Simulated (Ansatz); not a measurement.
**I (diamond type): a single-point run**

Wanted: a converged single-point run for I (diamond type), and a check of what comes out. The structure is shown as the input types it.

Computed with Ansatz 0.2.0 (DFT, LDA, PAW with other files of Ansatz's library (level accurate), scalar-relativistic, unless a step's input says otherwise).

### Step 1. Starting point

Symmetry: Fd-3m, No. 227, cubic system. Conventional cell: a = 3.894 Å, b = 3.894 Å, c = 3.894 Å, α = 90.00°, β = 90.00°, γ = 90.00°. I (site symmetry -43m) is surrounded by 4 I at 1.69 Å.

As a file:

```xyz
2
Lattice="0.0000 1.9468 1.9468 1.9468 0.0000 1.9468 1.9468 1.9468 0.0000" Properties=species:S:1:pos:R:3 pbc="T T T"
I    -0.4867   -0.4867   -0.4867
I     0.4867    0.4867    0.4867
```

### Step 2. Input and run

input.yaml reads:

```yaml
crystal:
  lattice:
    - [0.0, 1.94676315, 1.94676315]
    - [1.94676315, 0.0, 1.94676315]
    - [1.94676315, 1.94676315, 0.0]
  atoms:
    - { symbol: I, position: [-0.125, -0.125, -0.125] }
    - { symbol: I, position: [0.125, 0.125, 0.125] }
kpoints:
  mp_grid: { grid: [11, 11, 11] }
scf:
  occupations: { method: fermi_dirac, width: 0.08 }
  max_iter: 75
hamiltonian:
  xc: lda
  pseudopotentials: { kind: paw, level: accurate }
output:
  forces: true
  stress: true
  eigenvalues: true
```

Command:

```bash
ansatz run input.yaml --threads 1 --pin off --max-ram 2048MiB --backend cpu --events-out ev --progress --plain --runs-dir out
```

What happens when this is run?

The program finished normally. It gives a pressure of 2598 GPa, which is large; a structure far from rest gives such values too, whatever the setting.

The structure is squeezed far below its natural size. The shortest distance in the input is 1.69 Å, between atoms 1 (I) and 2 (I).

The cure: restore the intended size.
